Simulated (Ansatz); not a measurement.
# C6H5F (fluorobenzene): CAM-B3LYP/6-31G(d) (spherical functions)

What is the electronic atomisation energy of C6H5F (fluorobenzene) at CAM-B3LYP/6-31G* (spherical functions)? 

Program for the calculation: Ansatz 0.2.0.

38 further runs of the same task are left out: 38 set aside as unsound or not needed. Runs told in other sessions of the task aren't counted.

**1. The system as given**

The species is C6H5F (12 atoms), meant as a singlet with charge 0. SMILES: `Fc1ccccc1`. Geometry: relaxed at PBE0-D4/def2-TZVP.

Bond lengths: F1–C2 1.340 Å, C2–C3 1.381 Å, C3–C4 1.387 Å, C4–C5 1.387 Å, C5–C6 1.387 Å, C2–C7 1.381 Å, C6–C7 1.387 Å, C3–H8 1.083 Å, C4–H9 1.084 Å, C5–H10 1.083 Å, C6–H11 1.084 Å, C7–H12 1.083 Å. Some angles: F1–C2–C3 118.9°, F1–C2–C7 118.9°, C3–C2–C7 122.3°, C2–C3–C4 118.5°, C3–C4–C5 120.5°, C4–C5–C6 119.8°, C5–C6–C7 120.5°, C2–C7–C6 118.5°, C2–C3–H8 119.6°, C4–C3–H8 121.9°.

**2. The energy at CAM-B3LYP/6-31G(d) (spherical functions)**

job.yaml

```yaml
basis:
  gaussian:
    orbitals: 6-31G_st_-spherical.json
crystal:
  periodic: [false, false, false]
  atoms:
    - symbol: F
      position_ang: [0.373400, -2.651880, -0.049000]
    - symbol: C
      position_ang: [0.186660, -1.325620, -0.024490]
    - symbol: C
      position_ang: [-0.745470, -0.799820, 0.848530]
    - symbol: C
      position_ang: [-0.932320, 0.574350, 0.867240]
    - symbol: C
      position_ang: [-0.196600, 1.396240, 0.025800]
    - symbol: C
      position_ang: [0.733120, 0.840420, -0.841100]
    - symbol: C
      position_ang: [0.932970, -0.531670, -0.873120]
    - symbol: H
      position_ang: [-1.307140, -1.462390, 1.495210]
    - symbol: H
      position_ang: [-1.659890, 1.003340, 1.546360]
    - symbol: H
      position_ang: [-0.347620, 2.468730, 0.045610]
    - symbol: H
      position_ang: [1.310500, 1.477900, -1.500520]
    - symbol: H
      position_ang: [1.652380, -0.989580, -1.540520]
hamiltonian:
  xc: {name: CAM-B3LYP}
accuracy: high
output: {orbitals: {seedname: orbitals}}
```

The basis set 6-31G* is read from a file made from the Basis Set Exchange's data (not shown).

Command:

```console
$ ansatz run job.yaml --threads 1 --pin off --max-ram 3480MiB --events-out events.jsonl --progress --plain --runs-dir runs
```

Log:

```text
Warning: RAYON_NUM_THREADS=1 ignored (pool sized by the plan → 1); use --threads N
Functional definition: CAM-B3LYP
  name "CAM-B3LYP"
  parameter alpha = 0.19
  parameter beta = 0.46
  parameter omega = 0.33/bohr
  parameter ac = 0.81
  exchange = (1 - alpha - beta)*b88_x + beta*b88_x_sr(omega) + alpha*exact_x + beta*exact_x_lr(omega)
  correlation = (1 - ac)*vwn5_c + ac*lyp_c
2657 factors; integrals over basis functions are off by at most 3.4e-9 eV
465 factors; integrals over basis functions are off by at most 2.2e-9 eV
mean field evaluation 1: about -9011.4965 eV, gradient 4.0e1 eV
mean field evaluation 2: about -9012.8862 eV, gradient 3.3e1 eV
mean field evaluation 4: about -9015.2713 eV, gradient 2.1e0 eV
mean field evaluation 8: about -9015.5415 eV, gradient 2.9e-1 eV
mean field evaluation 16: about -9015.5417 eV, gradient 1.5e-4 eV
mean field -9015.54167847 eV, -331.3150457301 hartree, gradient 2.7e-8 eV, S^2 0.000000; 0 other end points of the search recorded, 0 dependent functions left out
reference -9015.54169523 eV, -331.3150463460 hartree; 25, 25 occupied and 83, 83 virtual orbitals, 2657 factors
Total energy: -9015.54169523 eV, -331.3150463460 hartree
```

It took 8.7 s on 1 thread of Intel Xeon 6975P-C (Granite Rapids), shared host; peak memory 0.51 GiB.

**3. The C atom, same level**

job.yaml

```yaml
crystal:
  periodic: [false, false, false]
  atoms:
    - {symbol: C, position_ang: [0.000000, 0.000000, 0.000000]}
basis:
  gaussian:
    orbitals: 6-31G_st_-spherical.json
magnetization:
  spin_polarized: true
  initial_magnetization: 2
hamiltonian:
  xc: {name: CAM-B3LYP}
accuracy: high
```

The basis set 6-31G* is read from a file made from the Basis Set Exchange's data (not shown).

Run the same way, it converges to -37.82190 Eh (log not shown).

**4. The F atom at the same level**

molecule.yaml

```yaml
basis:
  gaussian:
    orbitals: 6-31G_st_-spherical.json
crystal:
  periodic: [false, false, false]
  atoms:
    - {symbol: F, position_ang: [0.000000, 0.000000, 0.000000]}
hamiltonian:
  xc: {name: CAM-B3LYP}
magnetization:
  spin_polarized: true
  initial_magnetization: 1
accuracy: high
```

The basis set 6-31G* is read from a file made from the Basis Set Exchange's data (not shown).

Run the same way, it converges to -99.69061 Eh (log not shown).

**5. The H atom, same level**

molecule.yaml

```yaml
crystal:
  periodic: [false, false, false]
  atoms:
    - {symbol: H, position_ang: [0.000000, 0.000000, 0.000000]}
basis:
  gaussian:
    orbitals: "6-31G*"
total_charge: 0
magnetization:
  spin_polarized: true
  initial_magnetization: 1
hamiltonian:
  xc: {name: CAM-B3LYP}
accuracy: high
```

Command:

```console
$ ansatz run molecule.yaml --threads 1 --pin off --max-ram 3480MiB --events-out events.jsonl --progress --plain --runs-dir runs
```

Log (excerpt; [...] marks lines left out):

```text
Warning: RAYON_NUM_THREADS=1 ignored (pool sized by the plan → 1); use --threads N
[... 8 set-up lines as earlier in the session ...]
3 factors; integrals over basis functions are off by at most 5.4e-10 eV
3 factors; integrals over basis functions are off by at most 7.4e-10 eV
mean field evaluation 1: about -13.5153 eV, gradient 6.7e-1 eV
mean field evaluation 2: about -13.5194 eV, gradient 9.5e-2 eV
mean field evaluation 4: about -13.5193 eV, gradient 1.1e-4 eV
mean field evaluation 8: about -13.5193 eV, gradient 2.3e-10 eV
mean field -13.51934691 eV, -0.4968268353 hartree, gradient 1.6e-9 eV, S^2 0.750000; 0 other end points of the search recorded, 0 dependent functions left out
reference -13.51935546 eV, -0.4968271494 hartree; 1, 0 occupied and 1, 2 virtual orbitals, 3 factors
Total energy: -13.51935546 eV, -0.4968271494 hartree
```

Wall time 0.1 s (1 thread of Intel Xeon 6975P-C (Granite Rapids), shared host).

**6. Results**

Level: CAM-B3LYP/6-31G* (spherical functions).

| quantity | value |
| --- | --- |
| molecule: total energy | -331.31505 Eh |
| molecule: HOMO energy | -8.08 eV |
| molecule: LUMO energy | 1.16 eV |
| molecule: HOMO–LUMO gap | 9.24 eV |
| C atom: total energy | -37.82190 Eh |
| C atom: ⟨S²⟩ | 2.002 |
| F atom: total energy | -99.69061 Eh |
| F atom: ⟨S²⟩ | 0.751 |
| H atom: total energy | -0.49683 Eh |
| H atom: ⟨S²⟩ | 0.750 |
| electronic atomisation energy | 60.107 eV |

In words: Taking the molecule apart into free atoms costs 60.11 eV (5799 kJ/mol), before zero-point energy and without spin-orbit coupling.
